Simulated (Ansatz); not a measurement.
# CH3NOSi: the cost of one run

Method: UKS PBE-D4/6-31G, in Ansatz 0.2.0.

1 further run of the same task is left out (it didn't finish).

## (1) The starting structure

Bond lengths: N1–C2 1.323 Å, C2–Si3 1.736 Å, Si3–O4 1.625 Å, N1–H5 1.014 Å, N1–H6 1.014 Å, O4–H7 0.954 Å. Angles: N1–C2–Si3 136.9°, C2–N1–H5 122.2°, C2–N1–H6 122.5°, H5–N1–H6 115.0°, C2–Si3–O4 123.7°, Si3–O4–H7 123.5°.

Coordinates:

```xyz
7

N    -0.7063    1.4186    0.5064
C    -0.1863    0.3570   -0.0879
Si    0.5754   -1.1236    0.4028
O     1.1191   -2.2453   -0.6396
H    -0.1655    2.2580    0.6829
H    -1.6938    1.4916    0.7229
H     1.0575   -2.1563   -1.5876
```

## (2) Relaxing end A

Contents of input.yaml:

```yaml
crystal:
  periodic: [false, false, false]
  atoms:
    - { symbol: "N", position_ang: [-0.7063, 1.41863, 0.50642] }
    - { symbol: C, position_ang: [-0.18626, 0.357, -0.08786] }
    - { symbol: Si, position_ang: [0.57541, -1.12361, 0.40282] }
    - { symbol: O, position_ang: [1.11907, -2.24533, -0.63958] }
    - { symbol: H, position_ang: [-0.16554, 2.25801, 0.68294] }
    - { symbol: H, position_ang: [-1.69382, 1.49163, 0.72287] }
    - { symbol: H, position_ang: [1.05745, -2.15634, -1.58762] }
magnetization:
  spin_polarized: true
basis:
  gaussian: { orbitals: "6-31G" }
hamiltonian:
  xc: pbe
  dispersion: d4
relax:
  f_tol: 0.02
  max_steps: 50
```

The run is started by

```
$ ansatz run input.yaml --threads 1 --pin off --max-ram 2048MiB --backend cpu --events-out ev --progress --plain --runs-dir out
```

**Question.** How long does this run take on 1 thread of Intel Xeon 6975P-C (Granite Rapids), shared host, and how much memory does it need?

About 15 s, with a peak of 0.18 GiB.
